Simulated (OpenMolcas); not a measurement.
# C2H4GaN (SMILES N=C=[CH][GaH2]): HF/6-31G(d) (Cartesian functions)

Aim: an optimisation with harmonic vibrations of C2H4GaN. 

The calculation is run with OpenMolcas 26.06.

## (1) The system as given

C2H4GaN has 8 atoms, charge 0, and is taken as a singlet. SMILES: `N=C=[CH][GaH2]`. The coordinates come from a PBE0-D4/def2-TZVP relaxation. The run starts from this shape.

Bond lengths: N1–C2 1.214 Å, C2–C3 1.309 Å, C3–Ga4 1.931 Å, N1–H5 1.014 Å, C3–H6 1.084 Å, Ga4–H7 1.565 Å, Ga4–H8 1.565 Å. Angles: N1–C2–C3 173.8°, C2–C3–Ga4 119.1°, C2–N1–H5 119.2°, C2–C3–H6 118.2°, Ga4–C3–H6 122.7°, C3–Ga4–H7 118.3°, C3–Ga4–H8 118.1°, H7–Ga4–H8 123.7°.

## (2) An optimisation with harmonic vibrations at HF/6-31G(d) (Cartesian functions)

Contents of mol.xyz:

```xyz
8

N      0.336900     2.061700    -0.854600
C      0.365600     1.114900    -0.096000
C      0.472300     0.025700     0.622800
Ga    -0.381300    -1.593600     0.007200
H     -0.411400     2.740600    -0.770200
H      1.040500     0.073900     1.545200
H     -0.231900    -2.886400     0.876300
H     -1.190600    -1.536800    -1.330700
```

Contents of test.input:

```
* C2H4GaN Hartree-Fock
&GATEWAY
BASLIB
$CurrDir
COORD
mol.xyz
BASIS
6-31Gs
GROUP
NoSym
>>> EXPORT MOLCAS_MAXITER=50
>>> Do While
&SEWARD
&SCF
PRORBITALS
0
&SLAPAF
>>> EndDo
>>> COPY $Project.Opt.xyz $CurrDir/final.xyz
>>> COPY $Project.slapaf.h5 $CurrDir/final.slapaf.h5
&MCKINLEY
&MCLR
THERMOCHEMISTRY
1
1.0
298.15
End of PT
```

The basis set 6-31G* is read from a file made from the Basis Set Exchange's data (not shown).

Started as:

```bash
$ export MOLCAS_MEM=1860
$ pymolcas test.input > test.log
```

What it wrote:

```text
--- Start Module: gateway ---
[...]
--- Stop Module: gateway /rc=_RC_ALL_IS_WELL_ ---
[...]
      Basis functions           88
[...]
       Convergence after  12 Iterations
[...]
::    Total SCF energy                              -2055.4161169039
[...]
 *              Molecular gradients               *
 **************************************************
  Irreducible representation: a
 ------------------------------------------------------------------------------------------
                              X                       Y                       Z
 ------------------------------------------------------------------------------------------
  N1                5.67547285494552E-03    1.03197579158909E-03   -6.71377232850823E-03
  C2               -1.56018864497723E-03   -8.56373923277687E-03    6.55540920131603E-03
  C3               -3.10364785785922E-03   -5.39661069313579E-03   -6.16560612724903E-03
  GA4               8.04252962378627E-04    1.83252575064330E-03    6.72668649167818E-04
  H5               -6.76030349313672E-03    8.60866502677871E-03   -1.21407232650038E-03
  H6                2.76804921650609E-03   -1.72058853514295E-03    5.46570405945079E-03
  H7                5.64189871306020E-05    3.36743864850853E-03   -1.46118497268066E-03
  H8                2.11994597502230E-03    8.40333243505506E-04    2.86085384512447E-03
[...]
 Geometry is converged in  21 iterations to a Minimum Structure
*****************************************************************************************************************
*****************************************************************************************************************
++ Geometry section
********************************************************************************
  Geometrical information of the final structure
********************************************************************************
  NOTE: on convergence the final predicted structure will be printed here.
  This is not identical to the structure printed in the head of the output.
 *********************************************************
[...]
       Convergence after   5 Iterations
[...]
::    Total SCF energy                              -2055.4167935376
[...]
      Total spin, S                                     0.0000000000
[...]
      Total electronic charge=   54.000000
      Total            charge=   -0.000000
[...]
      Dipole Moment (debye):
      Origin of the operator (angstrom)=   -0.1112   -0.6239   -0.0484
                   X= -1.0542E+00               Y=  5.4456E-01               Z=  1.2066E+00           Total=  1.6922E+00
      Quadrupole Moment (debye*angstrom):
[...]
--- Start Module: mclr ---
[...]
     Frequency:        i2.11     i0.03      0.03      0.04      1.59     12.24
[...]
     Frequency:       139.15    189.28    465.39    481.64    501.78    549.70
[...]
--- Stop Module: mclr /rc=_RC_ALL_IS_WELL_ ---
[...]
--- Start Module: mclr ---
[...]
        Frequency:         2017.68 cm-1
      ---------------------------------
[...]
        Frequency:         2211.12 cm-1
      ---------------------------------
[...]
        Frequency:         3349.67 cm-1
      ---------------------------------
[...]
        Frequency:         3759.60 cm-1
      ---------------------------------
[...]
--- Stop Module: mclr /rc=_RC_ALL_IS_WELL_ ---
[...]
```

Run time: 2.7 min. Hardware: 1 thread of Intel Xeon 6975P-C (Granite Rapids), shared host; peak memory 0.49 GiB.

## (3) Results

At HF/6-31G* (Cartesian functions):

| quantity | value |
| --- | --- |
| total energy | -2055.41679 Eh |
| dipole moment | 1.69 D |
| HOMO energy | -9.53 eV |
| LUMO energy | 1.22 eV |
| HOMO–LUMO gap | 10.75 eV |
| lowest harmonic wavenumber | 139 cm⁻¹ |
| highest harmonic wavenumber | 3760 cm⁻¹ |
| zero-point energy | 134.2 kJ/mol |
| ideal-gas entropy at 298.15 K and 1 atm (symmetry number 1 as used) | 74.5 cal/(mol K) |

What this shows: At the final geometry: Bond lengths: N1–C2 1.208 Å, C2–C3 1.308 Å, C3–Ga4 1.948 Å, N1–H5 1.004 Å, C3–H6 1.077 Å, Ga4–H7 1.577 Å, Ga4–H8 1.577 Å. Angles: N1–C2–C3 175.6°, C2–C3–Ga4 120.6°, C2–N1–H5 117.3°, C2–C3–H6 116.7°, Ga4–C3–H6 122.7°, C3–Ga4–H7 118.5°, C3–Ga4–H8 119.2°, H7–Ga4–H8 122.3°. All 18 modes are real, so the shape is a minimum at this level.
